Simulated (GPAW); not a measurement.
# NbTe (P-6m2) in GPAW: equation of state

How stiff is NbTe in PBE, and what volume does it want? The cell is scaled to several volumes.

Program: GPAW 26.7.0. These are calculated values, not measurements. Logs are shortened: lines on timing, memory, paths and dates and some standing lists are left out, and cuts for length are marked. The log counts tension as positive stress, the text compression.

## (1) The crystal as given

Symmetry: P-6m2, No. 187, hexagonal system. Conventional cell: a = 3.703 Å, b = 3.703 Å, c = 3.694 Å, α = 90.00°, β = 90.00°, γ = 120.00°. Around Te (site symmetry -6m2) lie 6 Nb at 2.83 Å. Nb (site symmetry -6m2) is surrounded by 6 Te at 2.83 Å.

The cell comes from a database or a generator and needn't be the stable form of this composition.

## (2) Equation of state, PBE

Input file run.py:

```python
from ase import Atoms
from ase.eos import EquationOfState
from ase.io import Trajectory
from ase.units import GPa
from gpaw import GPAW, PW

atoms = Atoms(['Te', 'Nb'],
              cell=[[3.7029743866, 0.0, 0.0],
                    [-1.8514871933, 3.2068698884, 0.0],
                    [0.0, 0.0, 3.694211]],
              scaled_positions=[[0.6666666667, 0.3333333333, 0.0],
                                [0.0, 0.0, 0.5]],
              pbc=True)

traj = Trajectory('eos.traj', 'w')
volumes, energies = [], []
for x in [0.94, 0.96, 0.98, 1.0, 1.02, 1.04, 1.06]:
    a = atoms.copy()
    a.set_cell(atoms.cell * x**(1 / 3), scale_atoms=True)
    calc = GPAW(mode=PW(600),
                xc='PBE',
                kpts={'size': (8, 8, 7), 'gamma': True},
                occupations={'name': 'fermi-dirac', 'width': 0.05},
                nbands=20,
                convergence={'density': 1e-05, 'energy': 1e-05},
                maxiter=150,
                txt=f'eos-{x:.2f}.txt')
    a.calc = calc
    energies.append(a.get_potential_energy(force_consistent=True))
    volumes.append(a.get_volume())
    p = -a.get_stress()[:3].mean() / GPa
    calc.write(f'eos-{x:.2f}.gpw')
    traj.write(a)
    print(f'{x:.2f} {volumes[-1]:10.4f} A^3 {energies[-1]:14.6f} eV {p:9.3f} GPa', flush=True)

v0, e0, B = EquationOfState(volumes, energies, eos='birchmurnaghan').fit()
print(f'V0 = {v0:.4f} A^3, E0 = {e0:.6f} eV, B0 = {B / GPa:.2f} GPa')
```

Potentials or basis: GPAW PAW data sets (gpaw-data 1.2.1), pw.

Command:

```sh
> OMP_NUM_THREADS=1 python run.py
```

Log:

```text
__  _  _
 | _ |_)|_||  |
 |__||  | ||/\| - 26.7.0

Input parameters:
  mode=PW(ecut=600.0),
  convergence={'density': 1e-05, 'energy': 1e-05},
  kpts=MonkhorstPack(size=(8, 8, 7), gamma=True),
  maxiter=150,
  nbands=20,
  occupations=Occupations(name='fermi-dirac', width=0.05),
  xc=XC(name='PBE')

Diagonalizing LCAO Hamiltonian
Converting LCAO to pw mode

       Nb

            Te

Atoms  # Å, Bohr magnetons
|   | symbol |        x |        y |        z |    initial magnetic moments |
|---|--------|----------|----------|----------|-----------------------------|
| 0 |     Te | 1.813691 | 1.047135 | 0.000000 | ( 0.0000,  0.0000,  0.0000) |
| 1 |     Nb | 0.000000 | 0.000000 | 1.809399 | ( 0.0000,  0.0000,  0.0000) |

Unit cell  # Å
| periodic |         x |        y |        z |  lengths |     angles |
|----------|-----------|----------|----------|----------|------------|
|      yes |  3.627382 | 0.000000 | 0.000000 | 3.627382 |  90.000000 |
|      yes | -1.813691 | 3.141405 | 0.000000 | 3.627382 |  90.000000 |
|      yes |  0.000000 | 0.000000 | 3.618798 | 3.618798 | 120.000000 |

Number of symmetries: 12
Symmetry operations  # r_c * U_cc + t_c -> r_c
|    | kind |            matrix            |
|----|------|------------------------------|
|  0 |  σ   |  1, 1, 0,  0,-1, 0,  0, 0, 1 |
|  1 |  C2  |  1, 1, 0,  0,-1, 0,  0, 0,-1 |
|  2 |  E   |  1, 0, 0,  0, 1, 0,  0, 0, 1 |
|  3 |  σ   |  1, 0, 0,  0, 1, 0,  0, 0,-1 |
|  4 |  C3  |  0, 1, 0, -1,-1, 0,  0, 0, 1 |
|  5 |  S3  |  0, 1, 0, -1,-1, 0,  0, 0,-1 |
|  6 |  σ   |  0,-1, 0, -1, 0, 0,  0, 0, 1 |
|  7 |  C2  |  0,-1, 0, -1, 0, 0,  0, 0,-1 |
|  8 |  σ   | -1, 0, 0,  1, 1, 0,  0, 0, 1 |
|  9 |  C2  | -1, 0, 0,  1, 1, 0,  0, 0,-1 |
| 10 |  C3  | -1,-1, 0,  1, 0, 0,  0, 0, 1 |
| 11 |  S3  | -1,-1, 0,  1, 0, 0,  0, 0,-1 |

BZ-sampling:
  Number of BZ points: 448
  Number of IBZ points: 40

  Monkhorst-Pack size: [8, 8, 7]
  Monkhorst-Pack shift: [0.0625, 0.0625, 0.0]

K-points  # in reciprocal-cell coordinates
|     |                                coordinates |     weight |
|-----|--------------------------------------------|------------|
|   0 | (  0.00000000,   0.00000000,   0.00000000) | 0.00223214 |
|   1 | (  0.00000000,   0.00000000,   0.14285714) | 0.00446429 |
|   2 | (  0.00000000,   0.00000000,   0.28571429) | 0.00446429 |
|   3 | (  0.00000000,   0.00000000,   0.42857143) | 0.00446429 |
|   4 | (  0.12500000,   0.00000000,   0.00000000) | 0.01339286 |
|   5 | (  0.12500000,   0.00000000,   0.14285714) | 0.02678571 |
|   6 | (  0.12500000,   0.00000000,   0.28571429) | 0.02678571 |
|   7 | (  0.12500000,   0.00000000,   0.42857143) | 0.02678571 |
|   8 | (  0.25000000,  -0.12500000,   0.00000000) | 0.01339286 |
|   9 | (  0.25000000,  -0.12500000,   0.14285714) | 0.02678571 |
| ... |                                            |            |
|  39 | (  0.50000000,   0.50000000,   0.42857143) | 0.01339286 |

Plane wave coefficients: 1390
Cutoff: 600.0 eV

Spin-components: 1 (collinear spins)
Bands:           20
Projectors:      11
Spin-degeneracy: 2
Datatype:        complex128

Parallelization:
  kpt:    1
  domain: 1
  band:   1

Density:
  Valence electrons: 19.0
  Components: 1
  Grid points: [21 21 21]
  Charge: 0.0  # |e|

Potential:
  Grid points: [21 21 21]

species:
  Te:
    name:    Tellurium
    Z:       52.0
    valence: 6
    core:    46
    charge:  0.0  # [|e|]
    compensation charges:
      type: gauss
      rc: 0.36  # [Å]
      lmax: 2
    cutoffs:
      filter: 2.09  # [Å]
      core: 3.17  # [Å]
    projectors
    | kind |    occ | energy [eV] | rcut [Å] |
    |------|--------|-------------|----------|
    |   5s |  2.000 |     -15.089 |    1.180 |
    |   5p |  4.000 |      -5.955 |    1.196 |
    |    s |        |      12.123 |    1.180 |
    |    p |        |      21.256 |    1.196 |
    |    d |        |       0.000 |    1.238 |

    Using partial waves for Te as LCAO basis

  Nb:
    name:    Niobium
    Z:       41.0
    valence: 13
    core:    28
    charge:  0.0  # [|e|]
    compensation charges:
      type: gauss
      rc: 0.40  # [Å]
      lmax: 2
    cutoffs:
      filter: 2.35  # [Å]
      core: 1.51  # [Å]
    projectors
    | kind |    occ | energy [eV] | rcut [Å] |
    |------|--------|-------------|----------|
    |   4s |  2.000 |     -58.361 |    1.323 |
    |   5s |  1.000 |      -3.980 |    1.323 |
    |   4p |  6.000 |     -34.526 |    1.323 |
    |   5p |  0.000 |      -1.111 |    1.323 |
    |   4d |  4.000 |      -3.041 |    1.244 |
    |    d |        |      24.171 |    1.244 |

    Using partial waves for Nb as LCAO basis

Reference energy: -288696.831223  # eV

eigensolver:
  PPCG
  Converge bands: occupied
  niter=2

density mixing:
  MSR1-Mixer
  Pratt-step length: 0.05
  Maximum mixing coefficient: 0.75
  Old densities: 10
  SVD Regularization: 0.005
  Good broyden scale: 1.0
  Trust region scale: 1.0
  Backstep threshold: 4.0
  History deletion threshold: 6.0
  Fourier metric: weight=20.0, sigma=0.015

occupation numbers:
  Fermi-Dirac:
    width: 0.0500  # eV

poisson solver:
  ecut: 4800.0  # eV

xc functional:
  name: PBE with 2 nearest neighbor stencil

convergence criteria:
[... 6 lines left out ...]
|iter     | |      energy | eigst |  dens |
|---------|-|-------------|-------|-------|
|iter:   1| |  -14.238337 | +0.19 |       |
|iter:   2| |  -14.142336 | -2.19 | -1.12 |
|iter:   3| |  -13.833607 | -1.62 | -1.16 |
|iter:   4| |  -13.832024 | -3.23 | -1.71 |
|iter:   5| |  -13.831895 | -3.50 | -2.05 |
|iter:   6| |  -13.831895c| -4.73 | -2.66 |
|iter:   7| |  -13.831903c| -6.36 | -3.49 |
|iter:   8| |  -13.831902c| -7.83c| -4.15 |
|iter:   9| |  -13.831902c| -7.91c| -4.84 |
|iter:  10| |  -13.831902c| -8.73c| -5.59c|

Converged in 10 steps
Energy contributions relative to reference atoms: (reference = -288696.831223)

Energy contributions:
  Kinetic:          17.337470
  Coulomb:         -18.120311
  Zero:              0.013092
  External:          0.000000
  Xc:              -13.056932
  Entropy:          -0.010443
  Spinorbit:         0.000000
  ----------------------------
  Free energy:     -13.837124
  Extrapolated:    -13.831902

dipole moment: (-3.724913, -13.114359, -15.348883)  # |e|*Ang

Fermi level: 11.808
Eigenvalues  # (at kpt = [0.000, 0.000, 0.000])
| band index |      eig [eV] | occ [0-2] |
|------------|---------------|-----------|
|          0 |       -43.717 |     2.000 |
|          1 |       -19.983 |     2.000 |
|          2 |       -19.769 |     2.000 |
|          3 |       -19.769 |     2.000 |
|          4 |        -2.841 |     2.000 |
|          5 |         8.475 |     2.000 |
[... 9 lines left out ...]
|         15 |        19.155 |     0.000 |
|         16 |        19.155 |     0.000 |
|        ... |               |           |
|         19 |        25.056 |     0.000 |

No gap
No difference between direct/indirect transitions

Stress tensor  # eV/Ang^3
|         x |         y |         z |
|-----------|-----------|-----------|
| -0.036364 | -0.000000 |  0.000000 |
| -0.000000 | -0.036364 |  0.000000 |
|  0.000000 |  0.000000 | -0.053564 |

# Writing to eos-0.94.gpw (mode='')
```

Wall time 2.2 min (1 thread of Arm Neoverse V2, shared host); peak memory 0.28 GiB.

Results:

```
Equilibrium volume                        : 21.66 Å³/atom
Bulk modulus at fixed shape and positions : 123 GPa
Pressure derivative of the bulk modulus   : 4.6
```

Energy against volume, from the lowest point:
```tsv
volume (Å³/atom)	energy (meV/atom)
20.618	20.55
21.057	6.29
21.496	0.00
21.934	0.81
22.373	7.95
22.812	20.75
23.250	38.59
```

Caveat: the cell was scaled at fixed shape and fractional positions, which overstates the stiffness of a crystal with free parameters, most of all of layers and chains.
